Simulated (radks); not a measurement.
# Taking charge from the 4d level of Cd in fractions

An exercise on one series of results from a longer session: the logs are not shown, and one member is left open.

Program: radks (a radial shooting solver on a logarithmic mesh, Libxc functionals) version 1. Level of theory: scalar-relativistic Kohn-Sham, r2SCAN, spin-polarised, spherical densities, finite nucleus. These are calculated values, not measurements, unless marked.

**The system**

- element: cadmium (Z = 48)
- charge: 0
- electrons: 48
- configuration: [Kr] 4d(up 5, down 5) 5s2
- nuclear rms radius: 4.6087 fm

A shell typed twice in an input gives spin up, then spin down.

The first run:

Settings of this run:

```text
Z 48
configuration [Kr] 4d5 4d5 5s2
relativity scalar-relativistic
functional r2scan,r2scan
spin polarised
nucleus finite rms 4.6087 fm
c 137.035999084
```

Among the steps run: Start: [Kr] 4d(up 5, down 5) 5s2.

One of the session's tables, all rows but one given; the rest of the session is left out.

It belongs to the step «Start: [Kr] 4d(up 5, down 5) 5s2». Sizes of the orbitals, from the radial functions (bohr):

| level | <r> | outermost maximum (interpolated) | 90 % within | nodes |
| --- | --- | --- | --- | --- |
| 2p | 0.1149 | 0.0890 | 0.187 | 0 |
| 3s | 0.3575 | 0.323 | 0.526 | 2 |
| 3p | ? | ? | ? | ? |
| 3d | 0.3347 | 0.266 | 0.528 | 0 |
| 4s | 0.8820 | 0.797 | 1.28 | 3 |
| 4p | 0.9625 | 0.846 | 1.42 | 2 |
| 4d | 1.285 | 0.980 | 2.05 | 1 |
| 5s | 2.893 | 2.35 | 4.39 | 4 |

Q: Estimate the row for 3p from the others.

The run gave: <r>: 0.3565; outermost maximum (interpolated): 0.317; 90 % within: 0.536; nodes: 1. In the column «<r>» it lies between 3d (0.3347) and 3s (0.3575).
